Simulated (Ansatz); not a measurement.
# C4H4F4: up Jacob's ladder to CCSD(T)

One table from this session's results is given with a row withheld; the runs are named, their logs left out.

Method: functionals in def2-TZVPP, the program's frozen cores in correlated methods; program: Ansatz 0.2.0, Gaussian basis.

Levels to be run: LDA (SPW92), PBE-D4, revPBE-D4, BLYP-D4, r2SCAN-D4, B97M-V, PBE0-D4, B3LYP-D4, r2SCANh-D4, r2SCAN0-D4, HSE06-D4, BHLYP-D4, CAM-B3LYP-D4, LC-ωPBE, ωB97X-V, ωB97M-V, B2PLYP, PBE-QIDH; CCSD(T)/def2-SVP; MP2/def2-TZVPP; MP2/def2-QZVPP; RPA on PBE.

### Structure used throughout

The geometry comes from an earlier relaxation with PBE0-D4 in a triple-zeta def2 set; it is a stationary point, not always the lowest conformer.

SMILES `FC(F)/C=C\C(F)F`, 12 atoms, charge 0, spin multiplicity 1.

Atoms are counted from 1 here; the program's logs count them from 0.

Bond lengths: F1–C2 1.356 Å, C2–F3 1.360 Å, C2–C4 1.498 Å, C2–H9 1.094 Å, C4–C5 1.324 Å, C4–H10 1.084 Å, C5–C6 1.498 Å, C5–H11 1.084 Å, C6–F7 1.360 Å, C6–F8 1.356 Å, C6–H12 1.094 Å. Angles: F1–C2–F3 107.4°, F1–C2–C4 109.2°, F1–C2–H9 108.0°, F3–C2–C4 110.8°, F3–C2–H9 107.6°, C4–C2–H9 113.7°, C2–C4–C5 125.2°, C2–C4–H10 114.7°, C5–C4–H10 120.1°, C4–C5–C6 125.2°, C4–C5–H11 120.1°, C6–C5–H11 114.7°, C5–C6–F7 110.8°, C5–C6–F8 109.2°, C5–C6–H12 113.7°, F7–C6–F8 107.4°, F7–C6–H12 107.6°, F8–C6–H12 108.0°.

The first run:

The input, in.yaml:

```yaml
crystal:
  periodic: [false, false, false]
  atoms:
    - {symbol: F, position_ang: [2.331280, 0.914686, 1.299882]}
    - {symbol: C, position_ang: [1.065628, 0.824387, 0.820704]}
    - {symbol: F, position_ang: [0.260163, 0.485993, 1.863519]}
    - {symbol: C, position_ang: [1.018703, -0.221667, -0.250218]}
    - {symbol: C, position_ang: [-0.085988, -0.749780, -0.753416]}
    - {symbol: C, position_ang: [-1.480484, -0.386039, -0.345322]}
    - {symbol: F, position_ang: [-1.644146, 0.964499, -0.333113]}
    - {symbol: F, position_ang: [-2.355362, -0.891372, -1.250218]}
    - {symbol: H, position_ang: [0.761990, 1.817748, 0.477517]}
    - {symbol: H, position_ang: [1.988440, -0.537672, -0.618467]}
    - {symbol: H, position_ang: [-0.022311, -1.514205, -1.519877]}
    - {symbol: H, position_ang: [-1.760913, -0.761777, 0.643007]}
basis:
  gaussian: {orbitals: def2-TZVPP}
hamiltonian: {xc: lda}
output: {orbitals: {seedname: orbitals}}
```

Launch:

```console
$ ansatz run in.yaml --threads 4 --pin off --events-out ev --progress --plain --max-ram 11315MiB
```

Steps of the session up to this table: LDA; PBE-D4 (GGA); revPBE-D4 (GGA); BLYP-D4 (GGA); r2SCAN-D4 (meta-GGA); B97M-V (meta-GGA); PBE0-D4 (hybrid); B3LYP-D4 (hybrid); r2SCANh-D4 (hybrid); r2SCAN0-D4 (hybrid); HSE06-D4 (hybrid); BHLYP-D4 (hybrid); CAM-B3LYP-D4 (range-separated); LC-ωPBE (range-separated); ωB97X-V (range-separated); ωB97M-V (range-separated); B2PLYP (double hybrid); PBE-QIDH (double hybrid).

One of the session's tables, all rows but one given; the rest of the session is left out.

It belongs to the step «Frontier levels by functional». 

```
  functional  HOMO (eV)  gap (eV)
 LDA (SPW92)      -7.76      5.15
      PBE-D4      -7.55      5.23
   revPBE-D4      -7.46      5.26
     BLYP-D4      -7.41      5.22
   r2SCAN-D4      -7.79      5.65
      B97M-V      -7.79      5.72
     PBE0-D4      -8.77      7.44
    B3LYP-D4      -8.55      6.98
  r2SCANh-D4      -8.25      6.47
  r2SCAN0-D4      -8.93      7.70
    HSE06-D4      -8.36      6.65
    BHLYP-D4      -9.83      9.59
CAM-B3LYP-D4          ?         ?
     LC-ωPBE     -11.56     12.59
     ωB97X-V     -11.15     12.09
     ωB97M-V     -11.04     11.86
```

Q: Estimate the row for CAM-B3LYP-D4 from the others.

**Answer.** HOMO (eV): -10.16; gap (eV): 9.96. In the column «HOMO (eV)» it lies between ωB97M-V (-11.04) and BHLYP-D4 (-9.83).
